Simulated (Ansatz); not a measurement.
NaLaMnMoO6:

```xyz
10
Lattice="-2.7229 2.7229 3.8989 2.7229 -2.7229 3.8989 2.7229 2.7229 -3.8989" Properties=species:S:1:pos:R:3 pbc="T T T"
Na    2.7229    0.0000    1.9494
La    0.0000    2.7229    1.9494
Mn    0.0000    0.0000    3.8989
Mo    0.0000    0.0000    0.0000
O     1.6123    1.1308    0.0001
O     1.5921   -1.1106    3.8988
O     1.1106    1.5921    3.8990
O     1.1308    3.8336   -0.0001
O     0.0000    0.0000    1.9646
O     0.0000    0.0000    5.8332
```

The cell was built by a generator and needn't be a form met in nature.

A run of Ansatz 0.2.0 on this cell left the log below. Logs are shortened: lines on timing, memory, paths and dates and some standing lists are left out, and cuts for length are marked.

```text
Warning: RAYON_NUM_THREADS=8 ignored (pool sized by the plan → 8); use --threads N
Engine: ansatz 0.2.0, x86_64-unknown-linux-gnu
Pseudopotentials: kind: paw
Pseudopotential: Na, paw, valence charge 9, recommended cutoff 420 eV (normal), Na.paw.azcp
Pseudopotential: La, paw, valence charge 11, recommended cutoff 420 eV (normal), La.paw.azcp
Pseudopotential: Mn, paw, valence charge 15, recommended cutoff 420 eV (normal), Mn.paw.azcp
Pseudopotential: Mo, paw, valence charge 14, recommended cutoff 420 eV (normal), Mo.paw.azcp
Pseudopotential: O, paw, valence charge 6, recommended cutoff 420 eV (normal), O.paw.azcp
Functional definition: PBE
  parameter kappa = 0.804
  parameter beta = 0.06672455060314922
  exchange = pbe_x(kappa = kappa, mu = beta*pi^2/3)
[... 273 lines left out ...]
       10.014028      -0.000000       0.000000
        0.000000      10.014028      -0.000000
        0.000000      -0.000000       9.998460
  P = ⅓ Tr σ = 10.0088 GPa (100.088 kbar)
--- Band table (eV; the first three rows and the last of 42) ---
  k-point 0 ↑: bands = ["-68.1699", "-49.2976", "-38.4055", "-36.9356", "-36.9356", "-36.8714", "-23.4897", "-23.4897", "-23.4708", "-19.1349", "-10.3496", "-10.3496", "-10.3250", "-6.9283", "-6.1975", "-5.9594", "-5.5185", "-5.5185", "-5.4762", "-3.1099", "-3.1099", "-2.8693", "5.5176", "5.6771", "5.7476", "6.4479", "6.6280", "6.6280", "7.9056", "7.9056", "7.9317", "9.2772", "9.4363", "9.4363", "10.1975", "10.3519", "10.3519", "10.3752", "10.4660", "10.4660", "10.9150", "11.2032", "11.2032", "13.1886", "13.6789", "14.4722", "14.4722", "14.8726", "15.8783", "15.9060", "15.9060", "15.9718", "15.9878", "16.2044", "16.2044"]
  k-point 1 ↑: bands = ["-68.1699", "-49.2976", "-38.4055", "-36.9356", "-36.9356", "-36.8714", "-23.4913", "-23.4901", "-23.4711", "-19.1272", "-10.3547", "-10.3516", "-10.3263", "-6.9386", "-6.2044", "-5.9773", "-5.7443", "-5.6132", "-5.5505", "-2.8655", "-2.7862", "-2.6443", "5.4711", "5.6988", "6.2483", "6.4923", "6.7371", "6.8785", "7.2310", "7.7994", "7.8193", "8.6763", "8.8418", "9.0183", "9.3766", "9.9522", "9.9732", "10.2932", "10.3201", "10.7345", "11.0357", "11.7228", "11.7694", "13.4809", "14.2336", "14.4048", "14.4501", "14.8953", "15.8119", "15.8477", "15.9051", "15.9423", "15.9505", "16.1009", "16.1267"]
  k-point 2 ↑: bands = ["-68.1699", "-49.2976", "-38.4055", "-36.9356", "-36.9356", "-36.8714", "-23.4936", "-23.4907", "-23.4715", "-19.1147", "-10.3651", "-10.3548", "-10.3284", "-7.0654", "-6.2709", "-6.0238", "-5.8757", "-5.7773", "-5.5374", "-2.4873", "-2.3333", "-2.2442", "5.1248", "5.6774", "5.8196", "6.0799", "7.1370", "7.2597", "7.7233", "7.7935", "8.1392", "8.2226", "8.2524", "8.5236", "8.6842", "9.3518", "9.5302", "10.0448", "10.0496", "10.7810", "10.9177", "12.1245", "12.2585", "13.5176", "14.3347", "14.6165", "14.7039", "14.8332", "15.7426", "15.7672", "15.8717", "15.9033", "15.9339", "16.0449", "16.0595"]
  k-point 20 ↓: bands = ["-65.9684", "-49.8200", "-38.4050", "-34.7990", "-34.7608", "-34.7608", "-24.0635", "-24.0422", "-24.0415", "-19.1278", "-10.3555", "-10.3529", "-10.3395", "-7.0671", "-6.4372", "-5.9977", "-5.7666", "-5.6885", "-5.4536", "-2.6082", "-2.4271", "-2.1077", "5.2153", "5.8989", "5.9197", "6.3399", "6.9435", "7.0846", "7.4059", "7.7710", "8.0399", "8.2320", "8.6813", "9.0912", "9.1775", "9.2710", "9.4982", "9.6256", "10.0317", "10.4876", "12.6841", "13.8567", "13.9090", "14.2393", "14.3539", "14.3901", "15.2259", "15.2840", "15.7941", "15.8368", "15.8604", "15.8796", "15.8893", "15.9951", "16.0836"]
--- Relaxed structure (9 steps of the walk, 9 accepted, 2 SCFs on fresh bases) ---
  F+E_penalty+E_count = -20003.48817275 eV   max|allowed force component| = 8.310e-3 eV/Å   (the final SCF, on the basis selected at the relaxed cell)
  cell:  # Å, volume = 109.1672 Å³
    - [-2.666980554666765, 2.666980554666765, 3.8370066097725837]
    - [2.666980554666765, -2.666980554666765, 3.8370066097725837]
    - [2.666980554666765, 2.666980554666765, -3.8370066097725837]
  atoms:
    - { symbol: Na, position: [0.25, 0.7500000000000002, 0.5000000000000001] }
    - { symbol: La, position: [0.7500000000000002, 0.25, 0.5000000000000001] }
    - { symbol: Mn, position: [0.5000000000000001, 0.5000000000000001, 9.431731496378914e-20] }
    - { symbol: Mo, position: [6.290978696400856e-20, 3.2797926513827596e-20, 9.431731496379048e-20] }
    - { symbol: O, position: [0.21222630450892654, 0.3014798983909985, 0.5074934587841071] }
    - { symbol: O, position: [0.2952671542751808, 0.7877736954910737, 0.08925359388207194] }
    - { symbol: O, position: [0.7939864396068914, 0.7047328457248195, 0.492506541215893] }
    - { symbol: O, position: [0.6985201016090014, 0.20601356039310856, 0.9107464061179279] }
    - { symbol: O, position: [0.25371281148662633, 0.25371281148662633, 9.431731496379042e-20] }
    - { symbol: O, position: [0.746287188513374, 0.746287188513374, 9.431731496378945e-20] }
```

Problem. Write the input and the command behind it.

Solution. Relaxation of cell and atoms with PBE, collinear spin, ferromagnetic start. The files as run (others can give the same):

input.yaml
```yaml
crystal:
  lattice:
    - [-2.72294, 2.72294, 3.89889]
    - [2.72294, -2.72294, 3.89889]
    - [2.72294, 2.72294, -3.89889]
  atoms:
    - { symbol: Na, position: [0.25, 0.75, 0.5] }
    - { symbol: La, position: [0.75, 0.25, 0.5] }
    - { symbol: Mn, position: [0.5, 0.5, 0.0], spin: 4.0 }
    - { symbol: Mo, position: [0.0, 0.0, 0.0], spin: 1.0 }
    - { symbol: O, position: [0.20766, 0.29607, 0.50371] }
    - { symbol: O, position: [0.29605, 0.79234, 0.08841] }
    - { symbol: O, position: [0.79236, 0.70395, 0.49629] }
    - { symbol: O, position: [0.70393, 0.20764, 0.91159] }
    - { symbol: O, position: [0.25194, 0.25194, 0.0] }
    - { symbol: O, position: [0.74806, 0.74806, 0.0] }
hamiltonian:
  xc: pbe
  pseudopotentials: { kind: paw }
magnetization:
  spin_polarized: true
kpoints:
  mp_grid: { grid: [5, 5, 5] }
scf:
  occupations: { method: fermi_dirac, width: 0.05 }
output:
  forces: true
  stress: true
  eigenvalues: true
relax:
  f_tol: 0.01
  max_steps: 40
  cell: { stress_tol: 0.05, p_target: 10.0 }
```

Potentials or basis: Ansatz PAW.
Run with:
```sh
$ ansatz run input.yaml --threads 8 --pin off --max-ram 20480MiB --backend cpu --events-out ev --progress --plain --runs-dir out
```

Caveat: the plane-wave basis is chosen anew once the cell has moved, so the energies of steps on either side of that aren't comparable; the pressure holds a Pulay correction of +0.7 GPa for the finite cutoff; a cell with one magnetic atom can't hold antiferromagnetic order, which such compounds often take; semilocal functionals often make such compounds metallic where correlation or magnetic order opens a gap, which also shifts bond lengths; the starting moments weren't kept.
